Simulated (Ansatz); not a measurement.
**Si (P6_3/mmc): test of the smearing width**

How much does the smearing width move the energy of Si (P6_3/mmc)? Wanted for Si (P6_3/mmc): a test of the smearing width.

This is Si in the hcp structure; at room conditions it is diamond.

Computed with Ansatz 0.2.0 through its Python package. Level of theory: DFT r2SCAN, plane waves, PAW.

## Step 1: The structure

It takes space group P6_3/mmc (No. 194, hexagonal). The conventional cell has a = 2.444 Å, b = 2.444 Å, c = 4.152 Å, α = 90.00°, β = 90.00°, γ = 120.00°. Si (site symmetry -6m2) has 12 Si at 2.44 to 2.51 Å as nearest neighbours.

The script holds or builds the structure itself.

## Step 2: Script

The input, si_smear.py:

```python
# -*- coding: utf-8 -*-
"""How the energy of Si depends on the smearing."""

import ansatz
import matplotlib.pyplot as plt
from pymatgen.core import Lattice, Structure
from pymatgen.io.ase import AseAtomsAdaptor

pmg_structure = Structure(
    Lattice([(2.444, 0.0, 0.0), (-1.222, 2.11657, 0.0), (0.0, 0.0, 4.152)]),
    ["Si", "Si"],
    [
        (1 / 3, 2 / 3, 0.25),
        (2 / 3, 1 / 3, 0.75),
    ],
)
xtal = ansatz.Crystal.from_ase(AseAtomsAdaptor.get_atoms(pmg_structure))

calc = xtal.calculation()
calc = calc.functional("r2SCAN")
calc = calc.basis(550)
calc = calc.kpoints(length=29)
calc = calc.forces().stress()

rows = []
for value in [0.5, 0.3, 0.2, 0.1]:
    data = calc.occupations("cold", width=value).run(threads=1).report
    rows.append((value, data["free_energy_ev"] / len(data["lattice"]["sites"]), data["n_iterations"], sum(data["stress_gpa"][i][i] for i in range(3)) / 3, max(abs(f) for row in data["forces_ev_ang"] for f in row), data["n_kpoints"]))

print("  width (eV)   F/atom (eV)    iterations       P (GPa)  max component (eV/A)      k-points")
for row in rows:
    print(f"{str(row[0]):>12s}  {row[1]:12.5f}  {row[2]:12d}  {row[3]:12.3f}  {row[4]:20.4f}  {row[5]:12d}")

# differences from the last row
for row in rows[:-1]:
    shift = 1000 * (row[1] - rows[-1][1])
    print(f"{row[0]}: {shift:+.2f} meV/atom" + ("  (within 2 meV)" if abs(shift) < 2 else ""))
plt.figure(figsize=(4.5, 3))
plt.plot([str(row[0]) for row in rows], [1000 * (row[1] - rows[-1][1]) for row in rows], "o-")
plt.xlabel("width (eV)")
plt.ylabel("F - F(last) (meV/atom)")
plt.tight_layout()
plt.savefig("smear.png", dpi=100)
```

## Step 3: The input behind the calls

The engine receives this input (first run):

```yaml
crystal:
  lattice:
    - [2.444, 0.0, 0.0]
    - [-1.222, 2.11657, 0.0]
    - [0.0, 0.0, 4.152]
  atoms:
    - { symbol: Si, position: [0.33333333333333337, 0.6666666666666666, 0.25] }
    - { symbol: Si, position: [0.6666666666666666, 0.3333333333333333, 0.75] }
basis:
  ecutwfc: 550.0
kpoints:
  mp_grid:
    grid: [14, 14, 7]
hamiltonian:
  xc: r2scan
scf:
  occupations:
    method: cold
    width: 0.5
output:
  forces: true
  stress: true
```

## Step 4: Launch

Command:

```sh
python si_smear.py
```

What it wrote:

```text
  width (eV)   F/atom (eV)    iterations       P (GPa)  max component (eV/A)      k-points
         0.5    -638.05976             7        43.119                0.0000            96
         0.3    -638.05972             7        43.064                0.0000            96
         0.2    -638.05928             7        43.075                0.0000            96
         0.1    -638.05870             7        42.985                0.0000            96
0.5: -1.06 meV/atom  (within 2 meV)
0.3: -1.02 meV/atom  (within 2 meV)
0.2: -0.57 meV/atom  (within 2 meV)
```

Wall time 16 s (1 thread of Arm Neoverse V1, shared host); peak memory 0.5 GiB.

## Step 5: What changed from run to run

The engine's inputs for the other runs:

Run 2, against run 1:

```diff
@@ -19 +19 @@
-    width: 0.5
+    width: 0.3
```

Run 3, against run 1:

```diff
@@ -19 +19 @@
-    width: 0.5
+    width: 0.2
```

Run 4, against run 1:

```diff
@@ -19 +19 @@
-    width: 0.5
+    width: 0.1
```

## Step 6: The runs side by side

The 4 runs, in the order started:

```
run  width (eV)  energy from run 4 (meV/atom)  the same at zero width (meV/atom)  pressure (GPa)  SCF cycles  CPU time (s)
  1         0.5                         -1.06                              -1.33           43.12           7           3.7
  2         0.3                         -1.02                              -0.86           43.06           7           3.3
  3         0.2                         -0.57                              -0.24           43.08           7           3.3
  4         0.1                          0.00                               0.00           42.98           7           3.5
```

Energies are free energies F = E - TS of the smeared occupations. 

## Step 7: What came out

| quantity | value |
| --- | --- |
| runs compared | 4 |
| last run but one, from the last | -0.57 meV/atom |
| within 5 meV/atom of the last run from | 0.5 |

Going from 0.1 to 0.5 eV changes F by -1.1 meV an atom. This scheme is built to cancel the term in the square of the width, so the shifts stay small and are partly the mesh's error. The pressure moves from 42.98 to 43.12 GPa. Notes:
- For a metal this k-point mesh is coarse: on a finer one energies can move by several to tens of meV an atom and pressures by half a GPa or more, differences at one mesh by less.
- Forces vanish by symmetry here and test nothing.
- The narrowest width needs the finest mesh, so the last row is no converged reference.
- Pressure is positive in compression.
- At these settings the cell as given stands under about 43 GPa, so it isn't at this functional's equilibrium volume.
- This isn't the structure that Si takes at ambient conditions.
